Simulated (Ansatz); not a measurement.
# ZrIr₂, space group Fd-3m: a frozen displacement of one atom

Computed with Ansatz 0.2.0, Python API.

Interactive session:
```pycon
>>> import ansatz as az
>>> import numpy as np
>>> from pymatgen.core import Lattice, Structure
>>> from pymatgen.io.ase import AseAtomsAdaptor
>>> SETTINGS = {
...     "cutoff": 550,
...     "xc": "pbesol",
...     "filling": "methfessel_paxton",
...     "sigma": 0.15,
... }
>>> pmg_structure = Structure(
...     Lattice([[0.0, 3.6795, 3.6795], [3.6795, 0.0, 3.6795], [3.6795, 3.6795, 0.0]]),
...     ["Zr", "Zr", "Ir", "Ir", "Ir", "Ir"],
...     [
...         [0.0, 0.0, 0.0],
...         [0.25, 0.25, 0.25],
...         [0.625, 0.625, 0.625],
...         [0.125, 0.625, 0.625],
...         [0.625, 0.625, 0.125],
...         [0.625, 0.125, 0.625],
...     ],
... )
>>> xtal = az.Crystal.from_ase(AseAtomsAdaptor.get_atoms(pmg_structure))
>>> xtal.resolved().sites[-1]
Site(symbol='Ir', position=(0.6250000000000001, 0.12499999999999997, 0.625), moment=None, axis=None, held=None, saved=None)
>>> inverse = np.linalg.inv(np.array(xtal.lattice.vectors))
>>> home = np.array(xtal.sites[3].position)
>>> values = np.linspace(-0.2, 0.2, 5)
>>> energies, pulls = [], []
>>> for shift in values:
...     moved = xtal.move(3, to=home + shift * inverse[2])
...     job = (
...         moved.calculation()
...         .basis(SETTINGS["cutoff"])
...         .pseudopotentials("paw")
...         .functional(SETTINGS["xc"])
...         .occupations(SETTINGS["filling"], width=SETTINGS["sigma"])
...         .kpoints(5)
...         .forces()
...     )
...     report = job.run(threads=1).report
...     energies.append(report["free_energy_ev"])
...     pulls.append(report["forces_ev_ang"][3][2])
...
>>> # the force is minus the slope of the free energy
>>> print("shift (A)   dE (eV)   force along z (eV/A)")
shift (A)   dE (eV)   force along z (eV/A)
>>> for shift, e, f in zip(values, energies, pulls):
...     print(f"{shift:8.3f} {e - energies[2]:10.5f} {f:12.4f}")
...
  -0.200    0.22854       2.4523
  -0.100    0.05377       1.0997
   0.000    0.00000       0.0000
   0.100    0.05377      -1.0997
   0.200    0.22854      -2.4523
>>> print(f"stiffness from energies {2 * np.polyfit(values, energies, 2)[0]:.3f}, from forces {-np.polyfit(values, pulls, 1)[0]:.3f} eV/A^2")
stiffness from energies 11.523, from forces 12.009 eV/A^2
```

The curvature of the energy gives 11.523 eV/Å² and the slope of the force 12.009 eV/Å², a positive curvature.

Spin is left out of this run. The mesh is modest for a metal, so energies can be off by several to tens of meV an atom and pressures by half a GPa or more; differences at equal mesh fare better. In a metal a curvature from energy changes of a few meV or less hangs on mesh and smearing, in size and even in sign. Spin-orbit coupling, which matters for elements this heavy, is left out. The starting cell is as deposited in a crystallographic database; the results hold for this polymorph, which needn't be the stable one. All periodic images of the atom move with it, so the curvature is one diagonal element of the zone-centre force constants and no normal mode; a positive value doesn't exclude soft modes in which several atoms move. It ran for 100 s on 1 thread of Arm Neoverse V1, with other jobs on the host, peak memory 0.64 GiB.
